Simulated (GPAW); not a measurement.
The system is HfO2.

```
Hf O
1.0
     0.00000    2.55750    2.55750
     2.55750    0.00000    2.55750
     2.55750    2.55750    0.00000
Hf O
1 2
Direct
  0.00000 0.00000 0.00000
  0.75000 0.75000 0.75000
  0.25000 0.25000 0.25000
```

Measurements of this composition are mostly on another form, of space group No. 14.

Base run:

| Item | Value |
| --- | --- |
| Program | GPAW 26.7.0 |
| Functional | PBEsol |
| Potentials or basis | PAW data sets generated in the run's folder for this functional |
| Cutoff | 800 eV |
| Basis | pw |
| k mesh | 9 × 9 × 9 |
| Occupations | fermi-dirac, width 0.05 eV |
| Spin | no spin polarisation |
| Hubbard terms | Hf d U = 3 eV |

Its results: band gap on the k mesh 4.28 eV, indirect (least direct gap 4.41 eV); pressure -2.2 GPa.

Task: The run is repeated on the same cell with these changes: hubbard terms from Hf d U = 3 eV to Hf d U = 6 eV. What comes out?

Result: Band gap on the k mesh 4.80 eV, indirect (least direct gap 4.93 eV); pressure 6.7 GPa.

Caveats: spin-orbit coupling is left out, which moves the levels of the heavy elements; the mesh misses the band edges, which the band path finds closer together.
